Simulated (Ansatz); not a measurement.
**doublet AlBNH4F−: levels of theory compared**

Wanted: a comparison of 6 runs (UHF/3-21G, UB3LYP/6-31G*, U-wB97X/def2-SVPD, UB3LYP/def2-SVPD, UCCSD(T)/def2-SVPD) of doublet AlBNH4F−. 

The results are computed with Ansatz 0.2.0.

92 further runs of the same task are left out: 92 set aside as unsound or not needed.

### Step 1. The system as given

AlBNH4F−: 8 atoms, total charge -1, spin state doublet. SMILES of the parent species: `[NH2][AlH][BH]F`. Geometry: relaxed at PBE0-D4/def2-TZVP. This is one conformer, not always the lowest. That shape belongs to the parent species and isn't relaxed for this state.

Bond lengths: N1–Al2 1.770 Å, Al2–B3 2.169 Å, B3–F4 1.330 Å, N1–H5 1.008 Å, N1–H6 1.008 Å, Al2–H7 1.590 Å, B3–H8 1.208 Å. Angles: N1–Al2–B3 116.8°, Al2–B3–F4 118.5°, N1–Al2–H7 116.9°, B3–Al2–H7 126.3°, Al2–N1–H5 125.6°, Al2–N1–H6 124.3°, Al2–B3–H8 127.4°, F4–B3–H8 114.1°, H5–N1–H6 110.2°.

### Step 2. A single-point energy at UHF/3-21G (run 1)

job.yaml reads:

```yaml
crystal:
  periodic: [false, false, false]
  atoms:
    - {symbol: N, position_ang: [-1.034900, 1.238000, 0.178100]}
    - {symbol: Al, position_ang: [0.358400, 0.247200, 0.637000]}
    - {symbol: B, position_ang: [0.824000, -1.438600, -0.645900]}
    - {symbol: F, position_ang: [0.022100, -1.693000, -1.675500]}
    - {symbol: H, position_ang: [-1.365500, 2.050100, 0.674400]}
    - {symbol: H, position_ang: [-1.614500, 1.063500, -0.627700]}
    - {symbol: H, position_ang: [1.149400, 0.679500, 1.946200]}
    - {symbol: H, position_ang: [1.753200, -2.203800, -0.542400]}
basis:
  gaussian:
    orbitals: 3-21G.json
total_charge: -1
magnetization:
  spin_polarized: true
  initial_magnetization: 1
hamiltonian:
  xc: hf
accuracy: high
output: {orbitals: {seedname: orbitals}}
```

The basis set 3-21G is read from a file made from the Basis Set Exchange's data (not shown).

On the command line:

```bash
ansatz run job.yaml --threads 1 --pin off --max-ram 3480MiB --events-out events.jsonl --progress --plain --runs-dir runs
```

Standard output:

```text
Warning: RAYON_NUM_THREADS=1 ignored (pool sized by the plan → 1); use --threads N
Functional definition: HF
  name "HF"
  exchange = exact_x
  correlation = 0
1099 factors; integrals over basis functions are off by at most 6.3e-9 eV
mean field evaluation 1: about -11441.7291 eV, gradient 1.6e1 eV
mean field evaluation 2: about -11441.7324 eV, gradient 1.6e1 eV
mean field evaluation 4: about -11443.3275 eV, gradient 1.8e0 eV
mean field evaluation 8: about -11443.3547 eV, gradient 1.7e-1 eV
mean field -11443.35535427 eV, -420.5355526847 hartree, gradient 4.4e-8 eV, S^2 0.756212; 0 other end points of the search recorded, 0 dependent functions left out
reference -11443.35535427 eV, -420.5355526847 hartree; 20, 19 occupied and 28, 29 virtual orbitals, 1099 factors
Total energy: -11443.35535427 eV, -420.5355526847 hartree
```

It took 0.95 s on 1 thread of Arm Neoverse V1, shared host; peak memory 0.12 GiB.

### Step 3. The energy at UB3LYP/6-31G(d) (spherical functions) (run 2)

run.yaml reads:

```yaml
crystal:
  periodic: [false, false, false]
  atoms:
    - {symbol: "N", position_ang: [-1.034900, 1.238000, 0.178100]}
    - {symbol: Al, position_ang: [0.358400, 0.247200, 0.637000]}
    - {symbol: B, position_ang: [0.824000, -1.438600, -0.645900]}
    - {symbol: F, position_ang: [0.022100, -1.693000, -1.675500]}
    - {symbol: H, position_ang: [-1.365500, 2.050100, 0.674400]}
    - {symbol: H, position_ang: [-1.614500, 1.063500, -0.627700]}
    - {symbol: H, position_ang: [1.149400, 0.679500, 1.946200]}
    - {symbol: H, position_ang: [1.753200, -2.203800, -0.542400]}
basis:
  gaussian: {orbitals: 6-31G_st_-spherical.json}
total_charge: -1
magnetization: {spin_polarized: true, initial_magnetization: 1}
hamiltonian: {xc: {name: B3LYP}}
accuracy: high
output: {orbitals: {seedname: orbitals}}
```

The basis set 6-31G* is read from a file made from the Basis Set Exchange's data (not shown).

On the command line:

```bash
ansatz run run.yaml --threads 1 --pin off --max-ram 3480MiB --events-out events.jsonl --progress --plain --runs-dir runs
```

Standard output:

```text
Warning: RAYON_NUM_THREADS=1 ignored (pool sized by the plan → 1); use --threads N
Functional definition: B3LYP
  name "B3LYP"
  parameter a0 = 0.2
  parameter ax = 0.72
  parameter ac = 0.81
  exchange = (1 - a0 - ax)*slater_x + ax*b88_x + a0*exact_x
  correlation = (1 - ac)*vwn_rpa_c + ac*lyp_c
1531 factors; integrals over basis functions are off by at most 6.4e-9 eV
mean field evaluation 1: about -11542.1263 eV, gradient 3.2e1 eV
mean field evaluation 2: about -11534.4800 eV, gradient 5.2e1 eV
mean field evaluation 4: about -11546.2780 eV, gradient 3.6e0 eV
mean field evaluation 8: about -11546.4589 eV, gradient 1.3e-1 eV
mean field evaluation 16: about -11546.4591 eV, gradient 4.0e-5 eV
mean field -11546.45907999 eV, -424.3245447186 hartree, gradient 2.0e-8 eV, S^2 0.751732; 0 other end points of the search recorded, 0 dependent functions left out
reference -11546.45911946 eV, -424.3245461691 hartree; 20, 19 occupied and 48, 49 virtual orbitals, 1531 factors
Total energy: -11546.45911946 eV, -424.3245461691 hartree
```

Run time: 11 s. Hardware: 1 thread of Arm Neoverse V1, shared host; peak memory 0.3 GiB.

Runs 3 to 5 aren't shown in full; the table further down has their settings and results.

### Step 4. A single-point energy at UCCSD(T)/def2-SVPD (run 6)

job.yaml reads:

```yaml
crystal:
  periodic: [false, false, false]
  atoms:
    - symbol: "N"
      position_ang: [-1.034900, 1.238000, 0.178100]
    - symbol: Al
      position_ang: [0.358400, 0.247200, 0.637000]
    - symbol: B
      position_ang: [0.824000, -1.438600, -0.645900]
    - symbol: F
      position_ang: [0.022100, -1.693000, -1.675500]
    - symbol: H
      position_ang: [-1.365500, 2.050100, 0.674400]
    - symbol: H
      position_ang: [-1.614500, 1.063500, -0.627700]
    - symbol: H
      position_ang: [1.149400, 0.679500, 1.946200]
    - symbol: H
      position_ang: [1.753200, -2.203800, -0.542400]
basis:
  gaussian: {orbitals: def2-SVPD}
magnetization: {spin_polarized: true, initial_magnetization: 1}
accuracy: high
total_charge: -1
scf: {omitted_lower_state_checks: [cluster_reference, increment]}
correlation: {method: ccsd_t, frozen_orbitals: {Al: 5, B: 1, F: 1, H: 0, "N": 1}}
```

On the command line:

```bash
ansatz run job.yaml --threads 1 --pin off --max-ram 3480MiB --events-out events.jsonl --progress --plain --runs-dir runs
```

Standard output:

```text
Warning: RAYON_NUM_THREADS=1 ignored (pool sized by the plan → 1); use --threads N
[... 13 lines left out ...]
8 core orbitals not correlated: weight in the atoms' cores, before any rotation towards them, 1.000 or more for the frozen orbitals, at most 0.000 for the correlated occupied ones
[... 31 lines left out ...]
Total energy: -11517.28150402 eV, -423.2522885790 hartree
Checks for a lower state left out: cluster_reference, increment
```

Run time: 4.2 min. Hardware: 1 thread of Arm Neoverse V1, shared host; peak memory 2.5 GiB.

### Step 5. Overview of the runs

| run | level | Cartesian functions | frozen core orbitals | energy (Eh) | HOMO energy (eV) | LUMO energy (eV) | ⟨S²⟩ | wall time |
| --- | --- | --- | --- | --- | --- | --- | --- | --- |
| 1 | UHF/3-21G | no | – | -420.535553 | 0.55 | 7.46 | 0.756 | 0.95 s |
| 2 | UB3LYP/6-31G* (spherical functions) | no | – | -424.324546 | 2.22 | 4.11 | 0.752 | 11 s |
| 3 | UB3LYP/6-31G* (Cartesian functions) | yes | – | -424.329040 | 2.22 | 4.11 | 0.752 | 11 s |
| 4 | U-wB97X/def2-SVPD | no | – | -424.090063 | -0.36 | 5.14 | 0.753 | 84 s |
| 5 | UB3LYP/def2-SVPD | no | – | -424.175066 | 1.67 | 3.50 | 0.753 | 27 s |
| 6 | UCCSD(T)/def2-SVPD | no | 8 | -423.252289 | – | – | 0.765 | 4.2 min |

### Step 6. Summary of results

| quantity | value |
| --- | --- |
| run 6: total energy | -423.25229 Eh |
| run 6: correlation energy (8 core orbitals frozen) | -595.5 mEh |
| run 6: (T) correction | -16.89 mEh |
| run 6: ⟨S²⟩ of the reference determinant | 0.765 |
| run 6: T1 diagnostic | 0.017 |

Totals of different functionals can't be ranked against each other. In runs 1, 2, 3, 5 the HOMO lies above zero, so the outermost electron may be held by the basis alone. All runs together took 6.4 min, the longest 4.2 min.
